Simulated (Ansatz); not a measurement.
# ClFGeH3: the cost of one run

Program: Ansatz 0.2.0. Level of theory: UKS PBE0-D4/def2-SVP. These are calculated values, not measurements.

## (1) Starting point

Bond lengths: Ge1–Cl2 2.470 Å, Ge1–H3 1.550 Å, Ge1–H4 1.549 Å, Ge1–H5 1.549 Å, Cl2–F6 1.800 Å. Angles: Ge1–Cl2–F6 180.0°, Cl2–Ge1–H3 109.5°, Cl2–Ge1–H4 109.5°, Cl2–Ge1–H5 109.5°, H3–Ge1–H4 109.5°, H3–Ge1–H5 109.5°, H4–Ge1–H5 109.5°.

Coordinates:

```xyz
6

Ge    0.0000    0.0000    0.0000
Cl    0.0000    0.0000    2.4700
H     1.4616    0.0000   -0.5162
H    -0.7300    1.2648   -0.5162
H    -0.7300   -1.2648   -0.5162
F     0.0000    0.0000    4.2700
```

## (2) A restrained relaxation towards end A

Springs on the bonds that form and break draw the guess towards this end; the thresholds are loose.

File input.yaml:

```yaml
crystal:
  periodic: [false, false, false]
  atoms:
    - { symbol: Ge, position_ang: [0.0, 0.0, 0.0] }
    - { symbol: Cl, position_ang: [0.0, 0.0, 2.47] }
    - { symbol: H, position_ang: [1.4616, 0.0, -0.5162] }
    - { symbol: H, position_ang: [-0.73, 1.2648, -0.5162] }
    - { symbol: H, position_ang: [-0.73, -1.2648, -0.5162] }
    - { symbol: F, position_ang: [0.0, 0.0, 4.27] }
magnetization:
  spin_polarized: true
  initial_magnetization: 1
basis:
  gaussian: { orbitals: def2-SVP }
hamiltonian:
  xc: pbe0
  dispersion: d4
relax:
  f_tol: 0.15
  max_steps: 25
  restrain:
    - { distance: [1, 5], at: 2.7, k: 30.0 }
    - { distance: [0, 1], at: 2.22, k: 30.0 }
output:
  orbitals: {}
```

The run is started by

```bash
> ansatz run input.yaml --threads 2 --pin off --max-ram 3072MiB --backend cpu --events-out ev --progress --plain --runs-dir out
```

**Question.** How long does this run take on 2 threads of Arm Neoverse V2, shared host, and how much memory does it need?

About 28 s, with a peak of 0.26 GiB.
